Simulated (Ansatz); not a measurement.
# CH4FSeSi radical: up Jacob's ladder to CCSD(T)

One table from this session's results is given with a row withheld; the runs are named, their logs left out.

Method: functionals in def2-TZVPP, the program's frozen cores in correlated methods; program: Ansatz 0.2.0, Gaussian basis.

The runs, in order: LDA (SPW92), PBE-D4, revPBE-D4, BLYP-D4, r2SCAN-D4, B97M-V, PBE0-D4, B3LYP-D4, r2SCANh-D4, r2SCAN0-D4, HSE06-D4, BHLYP-D4, CAM-B3LYP-D4, LC-ωPBE, ωB97X-V, ωB97M-V, B2PLYP, PBE-QIDH; CCSD(T)/def2-SVP; CCSD(T)/def2-TZVPP; MP2/def2-QZVPP; extrapolation to the limit; RPA on PBE.

### The relaxed structure

The geometry comes from an earlier relaxation with PBE0-D4 in a triple-zeta def2 set; it is a stationary point, not always the lowest conformer.

SMILES `C[Si](F)[SeH]`, 8 atoms, charge 0, spin multiplicity 2.

Atoms are counted from 1 here; the program's logs count them from 0.

Bond lengths: C1–Si2 1.866 Å, C1–H5 1.092 Å, C1–H6 1.092 Å, C1–H7 1.094 Å, Si2–F3 1.609 Å, Si2–Se4 2.279 Å, Se4–H8 1.468 Å. Angles: Si2–C1–H5 110.5°, Si2–C1–H6 110.2°, Si2–C1–H7 110.0°, H5–C1–H6 108.7°, H5–C1–H7 109.0°, H6–C1–H7 108.4°, C1–Si2–F3 107.8°, C1–Si2–Se4 107.5°, F3–Si2–Se4 110.9°, Si2–Se4–H8 93.0°.

The first run:

The input, in.yaml:

```yaml
crystal:
  periodic: [false, false, false]
  atoms:
    - {symbol: C, position_ang: [-0.141747, 1.198778, -0.398447]}
    - {symbol: Si, position_ang: [0.056190, -0.265624, 0.740323]}
    - {symbol: F, position_ang: [1.599786, -0.337637, 1.187078]}
    - {symbol: Se, position_ang: [-0.541563, -2.129037, -0.428601]}
    - {symbol: H, position_ang: [-1.174903, 1.278857, -0.741505]}
    - {symbol: H, position_ang: [0.126905, 2.119990, 0.122492]}
    - {symbol: H, position_ang: [0.514798, 1.088380, -1.266542]}
    - {symbol: H, position_ang: [-0.347366, -3.010908, 0.729302]}
basis:
  gaussian: {orbitals: def2-TZVPP}
magnetization: {spin_polarized: true, initial_magnetization: 1}
hamiltonian: {xc: lda}
output: {orbitals: {seedname: orbitals}}
```

The run is started by

```console
> ansatz run in.yaml --threads 2 --pin off --events-out ev --progress --plain --max-ram 22528MiB --backend cpu
```

Among the steps run: LDA; PBE-D4 (GGA); revPBE-D4 (GGA); BLYP-D4 (GGA); r2SCAN-D4 (meta-GGA); B97M-V (meta-GGA); PBE0-D4 (hybrid); B3LYP-D4 (hybrid); r2SCANh-D4 (hybrid); r2SCAN0-D4 (hybrid); HSE06-D4 (hybrid); BHLYP-D4 (hybrid); CAM-B3LYP-D4 (range-separated); LC-ωPBE (range-separated); ωB97X-V (range-separated); ωB97M-V (range-separated); B2PLYP (double hybrid); PBE-QIDH (double hybrid).

One table of the session follows, with a row left open; its other results are not shown here.

It belongs to the step «Orbital energies across the functionals». 

| functional | HOMO (eV) | LUMO (eV) | gap (eV) |
| --- | --- | --- | --- |
| LDA (SPW92) | ? | ? | ? |
| PBE-D4 | -4.90 | -3.33 | 1.57 |
| revPBE-D4 | -4.88 | -3.19 | 1.69 |
| BLYP-D4 | -4.71 | -3.38 | 1.33 |
| r2SCAN-D4 | -5.26 | -2.89 | 2.37 |
| B97M-V | -4.96 | -3.42 | 1.54 |
| PBE0-D4 | -6.06 | -2.46 | 3.60 |
| B3LYP-D4 | -5.79 | -2.87 | 2.92 |
| r2SCANh-D4 | -5.68 | -2.60 | 3.08 |
| r2SCAN0-D4 | -6.32 | -2.18 | 4.14 |
| HSE06-D4 | -5.67 | -2.84 | 2.83 |
| BHLYP-D4 | -7.05 | -1.72 | 5.33 |
| CAM-B3LYP-D4 | -7.27 | -1.62 | 5.66 |
| LC-ωPBE | -8.67 | -0.19 | 8.48 |
| ωB97X-V | -8.18 | -0.75 | 7.43 |
| ωB97M-V | -7.81 | -0.91 | 6.90 |

**Question.** Estimate the row for LDA (SPW92).

**Answer.** HOMO (eV): -4.89; LUMO (eV): -3.76; gap (eV): 1.13. In the column «HOMO (eV)» it lies between PBE-D4 (-4.90) and revPBE-D4 (-4.88).
